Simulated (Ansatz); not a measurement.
# Ge2Sb2Te5: the cost of one run

Program: Ansatz 0.2.0. Level of theory: DFT PBEsol, scalar-relativistic, plane waves, PAW. These are calculated values, not measurements.

## 1. The structure to begin with

Symmetry: P-3m1, No. 164, trigonal system. The conventional cell has a = 4.220 Å, b = 4.220 Å, c = 17.200 Å, α = 90.00°, β = 90.00°, γ = 120.00°. Te (site symmetry -3m) is surrounded by 6 Ge at 3.03 Å. Ge (site symmetry 3m) is surrounded by 6 Te at 3.03 Å. Around Te (site symmetry 3m) lie 3 Ge at 3.03 Å and 3 Sb at 3.03 Å. Around Sb (site symmetry 3m) lie 6 Te at 3.03 Å. Te (site symmetry 3m) has 3 Sb at 3.03 Å as nearest neighbours.

As a file:

```cif
data_structure
_symmetry_space_group_name_H-M 'P-3m1'
_symmetry_Int_Tables_number 164
_cell_length_a 4.2200
_cell_length_b 4.2200
_cell_length_c 17.2000
_cell_angle_alpha 90.000
_cell_angle_beta 90.000
_cell_angle_gamma 120.000
_cell_volume 265.27
loop_
_atom_site_label
_atom_site_type_symbol
_atom_site_symmetry_multiplicity
_atom_site_Wyckoff_symbol
_atom_site_fract_x
_atom_site_fract_y
_atom_site_fract_z
_atom_site_occupancy
Te1 Te 1 a 0.00000 0.00000 0.00000 1
Ge1 Ge 2 d 0.33333 0.66667 0.10501 1
Te2 Te 2 d 0.66667 0.33333 0.21003 1
Sb1 Sb 2 c 0.00000 0.00000 0.31504 1
Te3 Te 2 d 0.33333 0.66667 0.42006 1
```

## 2. Relaxing cell and atoms: Ge2Sb2Te5, no spin

Contents of input.yaml:

```yaml
crystal:
  lattice:
    - [4.22, 0.0, 0.0]
    - [-2.11, 3.654627204, 0.0]
    - [0.0, 0.0, 17.2]
  atoms:
    - { symbol: Te, position: [0.0, 0.0, 0.0] }
    - { symbol: Ge, position: [0.3333333333, 0.6666666667, 0.1050145349] }
    - { symbol: Te, position: [0.6666666667, 0.3333333333, 0.2100290698] }
    - { symbol: Sb, position: [0.0, 0.0, 0.3150436047] }
    - { symbol: Te, position: [0.3333333333, 0.6666666667, 0.4200581395] }
    - { symbol: Te, position: [0.6666666667, 0.3333333333, 0.5799418605] }
    - { symbol: Sb, position: [0.0, 0.0, 0.6849563953] }
    - { symbol: Te, position: [0.3333333333, 0.6666666667, 0.7899709302] }
    - { symbol: Ge, position: [0.6666666667, 0.3333333333, 0.8949854651] }
scf:
  occupations: { method: gaussian, width: 0.03 }
output:
  forces: true
  stress: true
  eigenvalues: true
hamiltonian:
  xc: pbesol
  pseudopotentials: { kind: paw, azcp: { folder: soft_1 } }
kpoints:
  mp_grid: { grid: [10, 10, 2] }
relax:
  f_tol: 0.005
  max_steps: 80
  cell: { stress_tol: 0.05 }
```

Run with:

```sh
$ ansatz run input.yaml --threads 8 --pin off --max-ram 20480MiB --backend cpu --events-out ev --progress --plain --runs-dir out
```

Q: Estimate wall time and peak memory on 8 threads of Arm Neoverse N1, shared host.

About 56 s, with a peak of 1.4 GiB.
